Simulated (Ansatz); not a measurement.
# AlAsH+ (triplet): from Hartree-Fock to the top rungs, cc-pVDZ

How much of the correlation energy of AlAsH+ (triplet) does each wave-function method recover here?

Program: Ansatz 0.2.0, Gaussian basis. Level of theory: cc-pVDZ, core rule «outside noble gas», up to 19 orbitals frozen. These are calculated values, not measurements.

Plan: UHF; CCSD(T) on ROHF; CCSD(T) on UHF; BCCD(T) on ROHF; CISD; CCSDT(Q) on ROHF; CCSDT(Q) on UHF; CCSDTQ on ROHF.

13 further runs of the same task are left out: 7 for a known fault of the program, 1 that didn't finish, 5 set aside as unsound or not needed.

## Step 1: What is computed

The geometry is a PBE0/def2-TZVP stationary point (not a proven minimum) of the parent state, kept for this charge and spin. No spin-orbit coupling is included. The filled d shell of As may be among the frozen orbitals whatever the setting's name suggests; the logs give the count.

3 atoms, charge 1, spin multiplicity 3.

Atoms are counted from 1 here; the program's logs count them from 0.

Bond lengths: Al1–As2 2.281 Å, As2–H3 1.561 Å. Angles: Al1–As2–H3 68.1°.

## Step 2: UHF

The input, in.yaml:

```yaml
crystal:
  periodic: [false, false, false]
  atoms:
    - {symbol: Al, position_ang: [0.000000, -0.010984, 1.677500]}
    - {symbol: As, position_ang: [0.000000, -0.015337, -0.603790]}
    - {symbol: H, position_ang: [0.000000, 1.434043, -0.024416]}
basis:
  gaussian: {orbitals: cc-pVDZ}
total_charge: 1
magnetization: {spin_polarized: true, initial_magnetization: 2}
hamiltonian: {xc: hf}
output: {orbitals: {seedname: orbitals}}
```

On the command line:

```
$ ansatz run in.yaml --threads 1 --pin off --events-out ev --progress --plain --max-ram 4096MiB --backend cpu
```

Further steps of the session: CCSD(T) on ROHF; CCSD(T) on UHF; BCCD(T) on ROHF; CISD; CCSDT(Q) on ROHF; CCSDT(Q) on UHF; CCSDTQ on ROHF.

**Question.** What will the summary of the whole plan be? Wanted: RCCSDTQ below the RHF energy; RMP2 from RCCSDTQ; UMP2 from RCCSDTQ; RCCSD from RCCSDTQ; RCCSD(T) from RCCSDTQ; UCCSD(T) from RCCSDTQ; RCCSDT(Q) from RCCSDTQ; UCCSDT(Q) from RCCSDTQ; T1 diagnostic.

The runs gave:

```
                         quantity                                                              value
     RCCSDTQ below the RHF energy                                                         -4.2506 eV
                RMP2 from RCCSDTQ                                                         +931.3 meV
                UMP2 from RCCSDTQ                                                         +942.5 meV
               RCCSD from RCCSDTQ                                                         +189.3 meV
            RCCSD(T) from RCCSDTQ                                                          +37.1 meV
            UCCSD(T) from RCCSDTQ                                                          +33.3 meV
           RCCSDT(Q) from RCCSDTQ                                                           +1.0 meV
           UCCSDT(Q) from RCCSDTQ                                                           -4.4 meV
levels within 1 kcal/mol (43 meV)  RCCSD(T), UCCSD(T), BCCD(T), RCCSDT, UCCSDT, RCCSDT(Q), UCCSDT(Q)
                    T1 diagnostic                                                              0.040
```

RCCSD(T) lands +37.1 meV from the yardstick (0.9 % of the correlation energy). These misses are within one basis, not against nature; the frozen cores of restricted and unrestricted runs differ, which can shift their rows.
